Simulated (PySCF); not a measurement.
**C₂H₉NOSi: electronic excitations and core binding energies**

Aim: predict the electronic excitations and core binding energies of C₂H₉NOSi (`CN[Si@H](C)O`).

The runs use PySCF 2.14.0, with density-fitted response routines of our own; the level of theory stands in each step. All values are computed, except where a source is named. Atoms count from 0, in the outputs and in this text.

## (1) The molecule as given

14 atoms, charge 0, multiplicity 1; geometry from: GFN2-xTB.

Bonds of the start (Å): C0–N1 1.44, N1–Si2 1.73, Si2–C3 1.90, Si2–O4 1.63, C0–H5 1.09, C0–H6 1.10, C0–H7 1.09, N1–H8 1.01, Si2–H9 1.46, C3–H10 1.09, C3–H11 1.09, C3–H12 1.09, O4–H13 0.95.

## (2) Ultraviolet spectrum: wB97X-D/def2-SVPD

Job settings and geometry (Å):

```
{"job": {"kind": "uv", "xc": "wB97X-D", "basis": "def2-SVPD", "nstates": 8, "ntriplets": 3}, "charge": 0, "multiplicity": 1}
C     -1.839172    -0.643159     0.160568
N     -1.023560     0.505232    -0.159030
Si     0.622479     0.415281    -0.670743
C      1.542054    -0.608610     0.637015
O      1.171963     1.944283    -0.805760
H     -2.654628    -0.349336     0.825271
H     -2.271914    -1.114871    -0.729011
H     -1.224091    -1.380217     0.670391
H     -1.577727     1.233716    -0.587528
H      0.887808    -0.065711    -2.028115
H      1.309605    -1.665486     0.553703
H      1.290423    -0.296829     1.647672
H      2.616521    -0.505793     0.518247
H      1.149561     2.531027    -0.054845
```

Level: TDDFT wB97X-D/def2-SVPD, vertical, gas phase, core orbitals frozen in the response.

Run with:

```
OMP_NUM_THREADS=1 python probes_run.py task.json out
```

The driver reads the jobs from task.json and runs them one after another.

Log:

```text
coarse grid: 11528 points
cycle   1  E = -500.6944657406  dE =  4.210e-01  |g| = 7.156e-01  |ddm| = 4.496e+00
cycle   2  E = -500.6821103468  dE =  1.236e-02  |g| = 7.966e-01  |ddm| = 1.631e+00
cycle   3  E = -500.7973991080  dE = -1.153e-01  |g| = 6.049e-02  |ddm| = 7.001e-01
cycle   4  E = -500.7980746516  dE = -6.755e-04  |g| = 2.830e-02  |ddm| = 1.090e-01
cycle   5  E = -500.7982589108  dE = -1.843e-04  |g| = 6.812e-03  |ddm| = 7.331e-02
cycle   6  E = -500.7982693066  dE = -1.040e-05  |g| = 2.103e-03  |ddm| = 2.181e-02
cycle   7  E = -500.7982705582  dE = -1.252e-06  |g| = 4.714e-04  |ddm| = 1.157e-02
final grid: 104896 points
cycle   8  E = -500.8687723314  dE = -7.581e-05  |g| = 4.945e-03  |ddm| = 1.053e-01
cycle   9  E = -500.8687743327  dE = -2.001e-06  |g| = 4.519e-03  |ddm| = 1.641e-02
cycle  10  E = -500.8687785521  dE = -4.219e-06  |g| = 5.010e-04  |ddm| = 6.081e-03
cycle  11  E = -500.8687786250  dE = -7.296e-08  |g| = 2.462e-04  |ddm| = 1.601e-03
cycle  12  E = -500.8687786423  dE = -1.730e-08  |g| = 4.801e-05  |ddm| = 6.660e-04
cycle  13  E = -500.8687786432  dE = -8.527e-10  |g| = 1.728e-05  |ddm| = 1.639e-04
converged SCF energy = -500.8687786432

Static polarisability (au): isotropic 62.236, principal 57.000 62.282 67.427

Singlet excitations
state   eV       nm        f      main configurations
  1   6.4493    192.2   0.00314   H->L 0.43, H->L+1 0.34, H->L+2 0.15
  2   6.8731    180.4   0.02300   H->L+1 0.54, H->L 0.31
  3   7.5281    164.7   0.02891   H->L+2 0.63, H->L 0.18
  4   7.9760    155.4   0.05659   H->L+4 0.52, H->L+6 0.20
  5   8.0755    153.5   0.02713   H-1->L 0.61, H-1->L+1 0.12
  6   8.1211    152.7   0.00859   H->L+3 0.33, H->L+5 0.31, H->L+4 0.16
  7   8.3867    147.8   0.08033   H->L+3 0.47, H->L+5 0.20, H->L+6 0.09
  8   8.6213    143.8   0.05361   H->L+6 0.27, H-1->L+1 0.22, H->L+5 0.17

Triplet excitations (Tamm-Dancoff, eV): 6.2937 6.7123 7.3527
```

Run time: 44 s. Hardware: 1 thread of Arm Neoverse N1, shared host; peak memory 0.74 GiB.

Frontier orbitals and where they lie:

| orbital | eV | atoms |
| --- | --- | --- |
| HOMO−3 | -12.05 | O4 32 %, N1 15 %, C0 11 % |
| HOMO−2 | -11.25 | O4 43 %, Si2 14 %, N1 12 % |
| HOMO−1 | -10.38 | C3 28 %, O4 28 %, Si2 17 % |
| HOMO | -8.67 | N1 57 %, C0 12 %, Si2 10 % |
| LUMO | 2.06 | Si2 32 %, O4 24 %, H13 12 % |
| LUMO+1 | 2.45 | C0 25 %, O4 12 %, Si2 9 % |
| LUMO+2 | 2.89 | C3 22 %, H8 11 %, O4 11 % |

With each of the 8 states as a Gaussian band of 0.4 eV half-width at 1/e, the curve within the window shown has maxima at 178 nm (ε 1,100), 149 nm (ε 6,500) L/(mol cm). Beyond the last state computed it falls off for lack of states. The curve at chosen wavelengths:

(nm, ε (L/mol/cm)): (139, 1809), (142, 3718), (145, 5512), (148, 6446), (151, 6439), (153, 6041), (156, 5062), (159, 3898), (162, 2853), (165, 2067), (168, 1531), (171, 1215), (174, 1088), (176, 1072), (179, 1070), (182, 1015), (185, 879), (188, 692), (191, 503), (194, 344), (197, 224), (199, 165), (202, 102), (205, 60), (208, 34), (211, 18)

Further results of this job:

```csv
property,computed
dipole moment (D),1.71
polarisability (Å³),9.22
HOMO–LUMO gap (eV),10.73
−ε(HOMO) (eV),8.67
```

## (3) Core-electron binding energies: SCAN, X2C

Same as in step 2 but for these lines:

```diff
@@ -1,2 +1,2 @@
-{"job": {"kind": "uv", "xc": "wB97X-D", "basis": "def2-SVPD", "nstates": 8, "ntriplets": 3}, "charge": 0, "multiplicity": 1}
+{"job": {"kind": "xps"}, "charge": 0, "multiplicity": 1}
 C     -1.839172    -0.643159     0.160568
```

With the program's defaults for keys left out, this is: delta-SCF UKS SCAN, pcX-2 on the ionised atom, pcseg-1 elsewhere, spin-free X2C.

Log:

```text
ground state, core basis on atom 0 (C), 150 functions
  cycle   1  E = -501.53414359  |g| = 8.56e-01
  cycle   2  E = -501.30800031  |g| = 1.35e+00
  cycle   3  E = -501.68403256  |g| = 1.55e-01
  cycle   4  E = -501.68896209  |g| = 4.94e-02
  cycle   5  E = -501.68952813  |g| = 1.51e-02
  cycle   6  E = -501.68957308  |g| = 7.23e-03
  cycle   7  E = -501.68958369  |g| = 9.96e-04
  cycle   8  E = -501.68958252  |g| = 2.32e-04
  E(ground) = -501.73138748 Eh
hole in C 1s of atom 0
  cycle   1  E = -490.42602093  |g| = 1.50e+00
  cycle   2  E = -489.50713354  |g| = 1.97e+00
  cycle   3  E = -490.88680231  |g| = 4.68e-01
  cycle   4  E = -490.92420427  |g| = 3.71e-01
  cycle   5  E = -490.97479572  |g| = 6.68e-02
  cycle   6  E = -490.97644265  |g| = 1.51e-02
  cycle   7  E = -490.97655709  |g| = 6.78e-03
  cycle   8  E = -490.97658861  |g| = 3.15e-03
  cycle   9  E = -490.97659650  |g| = 1.49e-03
  cycle  10  E = -490.97659745  |g| = 7.22e-04
  cycle  11  E = -490.97659967  |g| = 2.88e-04
  E(ion) = -491.01735834 Eh   <S^2> = 0.7706   hole on atom = 1.000   binding energy = 291.544 eV
ground state, core basis on atom 1 (N), 150 functions
  cycle   1  E = -501.70392408  |g| = 7.51e-02
  cycle   2  E = -501.70384967  |g| = 3.04e-02
  cycle   3  E = -501.70383476  |g| = 3.21e-02
  cycle   4  E = -501.70404031  |g| = 4.61e-03
  cycle   5  E = -501.70404706  |g| = 7.03e-04
  cycle   6  E = -501.70404566  |g| = 1.88e-04
  E(ground) = -501.74463738 Eh
hole in N 1s of atom 1
  cycle   1  E = -486.14311453  |g| = 1.87e+00
  cycle   2  E = -485.46347907  |g| = 2.10e+00
  cycle   3  E = -486.78801622  |g| = 4.18e-01
  cycle   4  E = -486.82582851  |g| = 2.46e-01
  cycle   5  E = -486.84745209  |g| = 6.72e-02
  cycle   6  E = -486.84903763  |g| = 1.64e-02
  cycle   7  E = -486.84916964  |g| = 5.03e-03
  cycle   8  E = -486.84918417  |g| = 1.40e-03
  cycle   9  E = -486.84918467  |g| = 5.76e-04
  cycle  10  E = -486.84918541  |g| = 2.46e-04
  E(ion) = -486.88875099 Eh   <S^2> = 0.7648   hole on atom = 1.000   binding energy = 404.249 eV
ground state, core basis on atom 2 (Si), 161 functions
  cycle   1  E = -501.79667625  |g| = 2.90e-01
  cycle   2  E = -501.79676507  |g| = 5.17e-02
  cycle   3  E = -501.79677468  |g| = 4.17e-02
  cycle   4  E = -501.79707248  |g| = 1.04e-02
  cycle   5  E = -501.79709678  |g| = 1.75e-03
  cycle   6  E = -501.79709660  |g| = 2.67e-04
  E(ground) = -501.79836679 Eh
hole in Si 1s of atom 2
  cycle   1  E = -432.87158848  |g| = 4.35e+00
  cycle   2  E = -432.96324148  |g| = 2.16e+00
  cycle   3  E = -433.53996142  |g| = 8.52e-01
  cycle   4  E = -433.87633686  |g| = 3.21e-01
  cycle   5  E = -433.91247463  |g| = 1.24e-01
  cycle   6  E = -433.91924196  |g| = 2.72e-02
  cycle   7  E = -433.91947588  |g| = 1.35e-02
  cycle   8  E = -433.91957313  |g| = 3.07e-03
  cycle   9  E = -433.91957585  |g| = 1.88e-03
  cycle  10  E = -433.91957739  |g| = 3.03e-04
  E(ion) = -433.92822035 Eh   <S^2> = 0.7520   hole on atom = 1.000   binding energy = 1846.841 eV
hole in Si 2p of atom 2
  cycle   1  E = -497.53333700  |g| = 1.24e+00
  cycle   2  E = -497.38209869  |g| = 1.15e+00
  cycle   3  E = -497.79514999  |g| = 3.36e-01
  cycle   4  E = -497.84505326  |g| = 1.18e-01
  cycle   5  E = -497.84972684  |g| = 4.60e-02
  cycle   6  E = -497.85071177  |g| = 1.03e-02
  cycle   7  E = -497.85075440  |g| = 4.99e-03
  cycle   8  E = -497.85076578  |g| = 1.50e-03
  cycle   9  E = -497.85076732  |g| = 4.83e-04
  E(ion) = -497.86215555 Eh   <S^2> = 0.7514   hole on atom = 1.003   binding energy = 107.110 eV
  2p3/2 = 106.859 eV   2p1/2 = 107.485 eV
ground state, core basis on atom 3 (C), 150 functions
  cycle   1  E = -501.68902597  |g| = 6.43e-02
  cycle   2  E = -501.68894182  |g| = 3.90e-02
  cycle   3  E = -501.68915146  |g| = 2.55e-02
  cycle   4  E = -501.68927807  |g| = 5.87e-03
  cycle   5  E = -501.68928290  |g| = 9.70e-04
  cycle   6  E = -501.68928540  |g| = 3.01e-04
  E(ground) = -501.73174157 Eh
hole in C 1s of atom 3
  cycle   1  E = -490.47229416  |g| = 1.50e+00
  cycle   2  E = -489.95316325  |g| = 1.70e+00
  cycle   3  E = -490.99204606  |g| = 3.31e-01
  cycle   4  E = -491.01933267  |g| = 2.02e-01
  cycle   5  E = -491.03478999  |g| = 4.44e-02
  cycle   6  E = -491.03541634  |g| = 1.31e-02
  cycle   7  E = -491.03545037  |g| = 1.00e-02
  cycle   8  E = -491.03549633  |g| = 1.61e-03
  cycle   9  E = -491.03549890  |g| = 6.79e-04
  cycle  10  E = -491.03549952  |g| = 3.97e-04
  E(ion) = -491.07667080 Eh   <S^2> = 0.7663   hole on atom = 1.000   binding energy = 289.939 eV
ground state, core basis on atom 4 (O), 150 functions
  cycle   1  E = -501.72145002  |g| = 9.85e-02
  cycle   2  E = -501.72093533  |g| = 6.92e-02
  cycle   3  E = -501.72127131  |g| = 5.40e-02
  cycle   4  E = -501.72174637  |g| = 5.65e-03
  cycle   5  E = -501.72175585  |g| = 1.20e-03
  cycle   6  E = -501.72175608  |g| = 2.33e-04
  E(ground) = -501.76169542 Eh
hole in O 1s of atom 4
  cycle   1  E = -481.13152439  |g| = 2.22e+00
  cycle   2  E = -479.26820014  |g| = 2.52e+00
  cycle   3  E = -481.57461781  |g| = 8.92e-01
  cycle   4  E = -481.86451947  |g| = 4.09e-01
  cycle   5  E = -481.93231874  |g| = 1.30e-01
  cycle   6  E = -481.93946019  |g| = 3.59e-02
  cycle   7  E = -481.94007760  |g| = 1.00e-02
  cycle   8  E = -481.94012863  |g| = 2.67e-03
  cycle   9  E = -481.94013081  |g| = 9.84e-04
  cycle  10  E = -481.94013057  |g| = 3.50e-04
  E(ion) = -481.98098582 Eh   <S^2> = 0.7611   hole on atom = 1.000   binding energy = 538.261 eV
```

It took 2 min on 1 thread of Arm Neoverse N1, shared host; peak memory 0.63 GiB.

Binding energies by hole, beside the orbital energy of the ground state; the difference holds orbital relaxation and, for a density functional, its self-interaction error:

| hole | stands for | environment | ΔSCF (eV; 2p as the shell's mean) | −ε (eV) | ⟨S²⟩ |
| --- | --- | --- | --- | --- | --- |
| C1s on C0 | C0 | methyl carbon bonded to N | 291.54 | 274.1 | 0.771 |
| N1s on N1 | N1 | nitrogen bonded to C, Si, H | 404.25 | 385.3 | 0.765 |
| Si1s on Si2 | Si2 | silicon bonded to C, N, O, H | 1846.84 | 1793.4 | 0.752 |
| Si2p on Si2 | Si2 | silicon bonded to C, N, O, H | 107.07 | 96.1 | 0.751 |
| C1s on C3 | C3 | methyl carbon bonded to Si | 289.94 | 272.9 | 0.766 |
| O1s on O4 | O4 | oxygen bonded to Si, H | 538.26 | 516.3 | 0.761 |

With the spin-orbit splitting: Si2 2p3/2 106.86, 2p1/2 107.48 eV. The table gives each 2p level as the mean over the whole 2p shell (two parts 2p3/2, one part 2p1/2), which differs a little from the single hole in the log.

## (4) Summary of results

| quantity | value |
| --- | --- |
| lowest singlet (wB97X-D/def2-SVPD) | 6.45 eV (192 nm), f = 0.003 |
| brightest single state of those computed | state 7, 8.39 eV, f = 0.080 |
| lowest triplet | 6.29 eV |
| C1s binding energies, SCAN/pcX-2 | C0 291.54, C3 289.94 eV |
| N1s binding energies, SCAN/pcX-2 | N1 404.25 eV |
| Si1s binding energies, SCAN/pcX-2 | Si2 1846.84 eV |
| Si2p binding energies, SCAN/pcX-2 | Si2 107.07 eV |
| O1s binding energies, SCAN/pcX-2 | O4 538.26 eV |

The first singlet state (HOMO→LUMO 0.43, HOMO→LUMO+1 0.34) lies at 6.45 eV and is weak; of the 8 states computed, the strongest absorption comes from state 7 at 8.39 eV (the last state computed is bright too, and its partners may lie past the list). The lowest triplet lies 0.16 eV below the lowest singlet (triplets in Tamm-Dancoff, singlets in full TDDFT). C0 (methyl carbon bonded to N) binds its C1s electron 1.60 eV more tightly than C3 (methyl carbon bonded to Si).
